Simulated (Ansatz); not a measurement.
# ZnIF: single points off equilibrium

Aim: energy, forces and dipole at a structure displaced at random from a GFN2-xTB minimum, from CCSD(T) and from density functionals.

The runs use Ansatz 0.2.0, Gaussian basis; single points in def2-TZVPP.

Cores are frozen in the correlated methods. The 3s and 3p shells of Cu and Zn are frozen; filled d shells are correlated. Core potentials replace the inner electrons past krypton, and spin-orbit coupling is left out.

**1. The system as given**

3 atoms, charge 0, spin multiplicity 1.

Atoms are counted from 1 here; the program's logs count them from 0.

Bond lengths: F1–Zn2 1.754 Å, Zn2–I3 2.548 Å. Angles: F1–Zn2–I3 128.2°.

Coordinates:

```mol
FIZn
  3D, bonds by distance, orders not assigned

  3  2  0  0  0  0  0  0  0  0999 V2000
   -1.5302    0.5387   -0.7560 F   0  0
   -0.0329    0.6648    0.1487 Zn  0  0
    1.6046   -1.1922    0.7496 I   0  0
  1  2  8  0
  2  3  8  0
M  END
```

**2. CCSD(T)/def2-TZVPP**

run/in.yaml reads:

```yaml
crystal:
  periodic: [false, false, false]
  atoms:
    - {symbol: F, position_ang: [-1.530200, 0.538700, -0.756000]}
    - {symbol: Zn, position_ang: [-0.032900, 0.664800, 0.148700]}
    - {symbol: I, position_ang: [1.604600, -1.192200, 0.749600]}
basis:
  gaussian: {orbitals: def2-TZVPP}
correlation: {method: ccsd_t, frozen_orbitals: {F: 1, I: 4, Zn: 9}}
output: {forces: true}
```

No record of the launch command was kept for these runs.

**3. PBE0-D4/def2-TZVPP**

run/in.yaml: that of step 2 with these lines changed.

```diff
@@ -8,3 +8,3 @@
   gaussian: {orbitals: def2-TZVPP}
-correlation: {method: ccsd_t, frozen_orbitals: {F: 1, I: 4, Zn: 9}}
-output: {forces: true}
+hamiltonian: {xc: pbe0, dispersion: d4}
+output: {forces: true, orbitals: {seedname: orbitals}}
```

**4. wB97M-V/def2-TZVPP**

run/in.yaml: that of step 3 with these lines changed.

```diff
@@ -8,3 +8,3 @@
   gaussian: {orbitals: def2-TZVPP}
-hamiltonian: {xc: pbe0, dispersion: d4}
-output: {forces: true, orbitals: {seedname: orbitals}}
+hamiltonian: {xc: {name: wB97M-V}}
+output: {forces: true}
```

**5. r2SCAN-D4/def2-TZVPP**

run/in.yaml: that of step 4 with these lines changed.

```diff
@@ -8,3 +8,3 @@
   gaussian: {orbitals: def2-TZVPP}
-hamiltonian: {xc: {name: wB97M-V}}
+hamiltonian: {xc: r2scan, dispersion: d4}
 output: {forces: true}
```

**6. PBE-D4/def2-TZVPP**

run/in.yaml: that of step 5 with these lines changed.

```diff
@@ -8,3 +8,3 @@
   gaussian: {orbitals: def2-TZVPP}
-hamiltonian: {xc: r2scan, dispersion: d4}
+hamiltonian: {xc: pbe, dispersion: d4}
 output: {forces: true}
```

**7. r2SCAN0-D4/def2-TZVPP**

run/in.yaml: that of step 6 with these lines changed.

```diff
@@ -8,3 +8,3 @@
   gaussian: {orbitals: def2-TZVPP}
-hamiltonian: {xc: pbe, dispersion: d4}
+hamiltonian: {xc: {name: r2SCAN0}, dispersion: d4}
 output: {forces: true}
```

**8. CAM-B3LYP-D4/def2-TZVPP**

run/in.yaml: that of step 7 with these lines changed.

```diff
@@ -8,3 +8,3 @@
   gaussian: {orbitals: def2-TZVPP}
-hamiltonian: {xc: {name: r2SCAN0}, dispersion: d4}
+hamiltonian: {xc: {name: CAM-B3LYP}, dispersion: d4}
 output: {forces: true}
```

(Steps that only read results are left out.)

**Question.** What will these runs give? Wanted: energy less free atoms, CCSD(T)/def2-TZVPP; RMS force component; RMS force error; HOMO and LUMO, PBE0-D4; T1 diagnostic.

**Answer**, as computed:

| quantity | value |
| --- | --- |
| energy less free atoms, CCSD(T)/def2-TZVPP | -132.1 kcal/mol |
| RMS force component | 0.702 to 0.793 eV/Å over the methods |
| RMS force error | PBE0-D4 0.055, wB97M-V 0.121, r2SCAN-D4 0.070, PBE-D4 0.196, r2SCAN0-D4 0.121, CAM-B3LYP-D4 0.077 eV/Å |
| HOMO and LUMO, PBE0-D4 | -7.80 and -3.39 eV |
| T1 diagnostic | 0.015 |

Against CCSD(T) the functionals' energies less atoms differ by -8.9 to -1.9 kcal/mol, PBE-D4 by -8.9 kcal/mol. The reference is not at the basis limit: in triple zeta CCSD(T) underbinds, which counts against methods that bind more; the gaps are no ranking. For forces PBE0-D4 does best and PBE-D4 worst. Frozen-core CCSD(T) forces in triple zeta carry basis errors of their own, and this is one geometry, so small gaps rank nothing.
